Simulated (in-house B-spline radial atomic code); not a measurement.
# S³⁺: ionisation energy by several methods

One table from this session's results is given with a row withheld; the runs are named, their logs left out.

Method: non-relativistic, several functionals, spin-polarised, exact exchange averaged over the configuration; spherical all-electron atom at the radial basis limit. Code: in-house B-spline radial atomic code version 1.

## The atom as given

| Property | Result |
| --- | --- |
| element | sulfur (Z = 16) |
| charge | +3 |
| electrons | 13 |
| configuration | [Ne] 3s2 3p1 |
| nucleus | point |

The outer shells:

[Ne] 3s2 3p1
```
[Ne] core
3s [↑↓]
3p [↑ ][  ][  ]
```

Where spins are not typed, each open shell is filled with up spins first.

Set-up of the first run:

Settings, as recorded:

```ini
Z = 16
electrons = 13.0
configuration = [Ne] 3s2 3p1
hamiltonian = nr
method = camb3lyp
spin_polarised = True
exact_exchange = averaged over the configuration
```

The run is started by

```console
$ python run_scf.py task.json out
```

task.json lists these runs, among others, and the program works through them in turn.

Steps of the session up to this table: CAM-B3LYP, a range-separated hybrid; BHandHLYP, a global hybrid; LC-ωPBE, a range-separated hybrid; PBE0, a global hybrid; M06-2X, a global hybrid.

One of the session's tables, all rows but one given; the rest of the session is left out.

| method | ΔSCF (eV) |
| --- | --- |
| BHandHLYP | ? |
| PBE0 | 47.249 |
| M06-2X | 47.488 |
| CAM-B3LYP | 47.356 |
| LC-ωPBE | 47.471 |

Estimate the missing values for BHandHLYP.

The run gave: ΔSCF (eV): 47.200. In the column «ΔSCF (eV)» it is the lowest.
